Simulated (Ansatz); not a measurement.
Molecular dynamics of WC

Input file:

```yaml
crystal:
  lattice:
    - [-2.995677, -5.188665, 0.0]
    - [4.493515, -2.594332, 0.0]
    - [0.0, 0.0, 5.84477]
  atoms:
    - { symbol: W, position: [0.71485655, 0.5135817, 0.00054392] }
    - { symbol: C, position: [0.48709283, 0.68115121, 0.27033919] }
    - { symbol: W, position: [0.74124327, 0.45403979, 0.50315219] }
    - { symbol: C, position: [0.52738324, 0.69427928, 0.72497911] }
    - { symbol: W, position: [0.53192545, -0.03885622, 0.0212473] }
    - { symbol: C, position: [0.20173757, 0.16128192, 0.28006023] }
    - { symbol: W, position: [0.44842812, -0.00939092, 0.52111481] }
    - { symbol: C, position: [0.24282796, 0.09698109, 0.79371258] }
    - { symbol: W, position: [0.23670494, 0.48638773, -0.03740739] }
    - { symbol: C, position: [-0.02227617, 0.67922342, 0.27045039] }
    - { symbol: W, position: [0.20524041, 0.49533907, 0.51945427] }
    - { symbol: C, position: [-0.0337231, 0.63300227, 0.74325768] }
    - { symbol: W, position: [-0.01241908, 0.00960031, 0.02483995] }
    - { symbol: C, position: [0.71291478, 0.19562769, 0.20816604] }
    - { symbol: W, position: [-0.00378367, -0.03427281, 0.5187129] }
    - { symbol: C, position: [0.74198419, 0.15491746, 0.75672114] }
basis:
  ecutwfc: 500.0
kpoints:
  mp_grid: { grid: [2, 2, 2] }
hamiltonian:
  xc: r2scan
  pseudopotentials: { kind: paw, azcp: { folder: soft_1 } }
scf:
  occupations: { method: fermi_dirac, width: 0.24 }
  lower_state_search: "off"
md:
  timestep: 1
  n_steps: 149
  ensemble: nvt_langevin
  temperature: 2240.0
  initial_velocities: maxwell_boltzmann
  seed: 535237
  friction: 0.02
  temperature_schedule:
    - { n_steps: 112, end_temperature: 300.0 }
    - { n_steps: 37, end_temperature: 300.0 }
```

Launched with:

```bash
$ ansatz run input.yaml --threads 2 --pin off --max-ram 5120MiB --backend cpu --events-out ev --progress --plain --runs-dir out
```

It goes on from the last frame of an earlier run, with new velocities.

Output, in part (step lines):

```
md step     0: t =     0.00 fs  T =  2100.0 K (target 2240.0 K)  F+E_penalty+E_count = -85193.73312514 eV  E_kin = 4.343136 eV  (11 SCF iters)
md step     1: t =     1.00 fs  T =  1861.7 K (target 2231.3 K)  F+E_penalty+E_count = -85193.51564585 eV  E_kin = 3.850196 eV  (9 SCF iters)
md step     2: t =     2.00 fs  T =  1772.1 K (target 2214.0 K)  F+E_penalty+E_count = -85193.31537422 eV  E_kin = 3.665038 eV  (9 SCF iters)
md step     3: t =     3.00 fs  T =  1716.8 K (target 2196.7 K)  F+E_penalty+E_count = -85193.12927024 eV  E_kin = 3.550659 eV  (9 SCF iters)
md step     4: t =     4.00 fs  T =  1782.7 K (target 2179.4 K)  F+E_penalty+E_count = -85192.96494340 eV  E_kin = 3.686961 eV  (9 SCF iters)
md step     5: t =     5.00 fs  T =  1892.0 K (target 2162.1 K)  F+E_penalty+E_count = -85192.81385599 eV  E_kin = 3.912867 eV  (7 SCF iters)
md step     6: t =     6.00 fs  T =  2028.2 K (target 2144.7 K)  F+E_penalty+E_count = -85192.66865311 eV  E_kin = 4.194631 eV  (7 SCF iters)
md step     7: t =     7.00 fs  T =  1899.9 K (target 2127.4 K)  F+E_penalty+E_count = -85192.55091139 eV  E_kin = 3.929340 eV  (7 SCF iters)
[... lines left out ...]
md step   149: t =   149.00 fs  T =   710.1 K (target 300.0 K)  F+E_penalty+E_count = -85199.08827439 eV  E_kin = 1.468552 eV  (8 SCF iters)
```

The steps, from the saved trajectory:

```json
{"time (fs)": "0", "T (K)": "2100", "potential energy less start (eV)": "0.000"}
{"time (fs)": "5", "T (K)": "1892", "potential energy less start (eV)": "0.919"}
{"time (fs)": "10", "T (K)": "1593", "potential energy less start (eV)": "1.273"}
{"time (fs)": "15", "T (K)": "1748", "potential energy less start (eV)": "0.556"}
{"time (fs)": "20", "T (K)": "2207", "potential energy less start (eV)": "-0.312"}
{"time (fs)": "25", "T (K)": "2258", "potential energy less start (eV)": "-0.555"}
{"time (fs)": "30", "T (K)": "2229", "potential energy less start (eV)": "-0.762"}
{"time (fs)": "35", "T (K)": "2296", "potential energy less start (eV)": "-0.878"}
{"time (fs)": "40", "T (K)": "1671", "potential energy less start (eV)": "-0.760"}
{"time (fs)": "45", "T (K)": "2103", "potential energy less start (eV)": "-1.338"}
{"time (fs)": "50", "T (K)": "2241", "potential energy less start (eV)": "-2.242"}
{"time (fs)": "55", "T (K)": "2245", "potential energy less start (eV)": "-2.966"}
{"time (fs)": "60", "T (K)": "2086", "potential energy less start (eV)": "-3.265"}
{"time (fs)": "65", "T (K)": "2287", "potential energy less start (eV)": "-3.038"}
{"time (fs)": "70", "T (K)": "1841", "potential energy less start (eV)": "-2.560"}
{"time (fs)": "75", "T (K)": "1499", "potential energy less start (eV)": "-2.517"}
{"time (fs)": "80", "T (K)": "1632", "potential energy less start (eV)": "-2.924"}
{"time (fs)": "85", "T (K)": "1670", "potential energy less start (eV)": "-3.165"}
{"time (fs)": "90", "T (K)": "1485", "potential energy less start (eV)": "-2.987"}
{"time (fs)": "95", "T (K)": "1520", "potential energy less start (eV)": "-3.190"}
{"time (fs)": "100", "T (K)": "1417", "potential energy less start (eV)": "-3.574"}
{"time (fs)": "105", "T (K)": "1430", "potential energy less start (eV)": "-3.878"}
{"time (fs)": "110", "T (K)": "1262", "potential energy less start (eV)": "-4.124"}
{"time (fs)": "115", "T (K)": "1177", "potential energy less start (eV)": "-4.352"}
{"time (fs)": "120", "T (K)": "1073", "potential energy less start (eV)": "-4.510"}
{"time (fs)": "125", "T (K)": "953", "potential energy less start (eV)": "-4.730"}
{"time (fs)": "130", "T (K)": "1014", "potential energy less start (eV)": "-4.975"}
{"time (fs)": "135", "T (K)": "909", "potential energy less start (eV)": "-5.067"}
{"time (fs)": "140", "T (K)": "765", "potential energy less start (eV)": "-5.101"}
{"time (fs)": "145", "T (K)": "715", "potential energy less start (eV)": "-5.226"}
```

All steps were run. The schedule's set-point averaged 462 K over the second half and the system 1209 K, so it lags behind the ramp. A run of 0.15 ps of so small a system gives no equilibrium averages. Limits of this set-up: coarse k mesh.

Mean squared displacements from the first frame to the last, about the centre of mass: W 0.05 Å², C 0.10 Å².

Last frame:

```xyz
16
Lattice="-2.9957 -5.1887 0.0000 4.4935 -2.5943 0.0000 0.0000 0.0000 5.8448" Properties=species:S:1:pos:R:3
W -0.213 -5.210 0.136
C 1.304 -4.223 1.612
W -0.211 -5.166 3.156
C 1.395 -4.244 4.593
W -1.703 -2.506 0.168
C -0.175 -1.590 1.592
W -1.736 -2.539 3.269
C -0.167 -1.605 4.579
W 1.323 -2.564 0.223
C 2.811 -1.761 1.607
W 1.359 -2.547 3.150
C 2.774 -1.711 4.461
W -0.123 0.051 0.143
C -1.762 -4.304 1.796
W -0.188 0.095 3.128
C -1.779 -4.228 4.605
```

Time of the run: 32 min on 2 threads of Arm Neoverse V1, with other jobs on the host, peak memory 0.97 GiB.
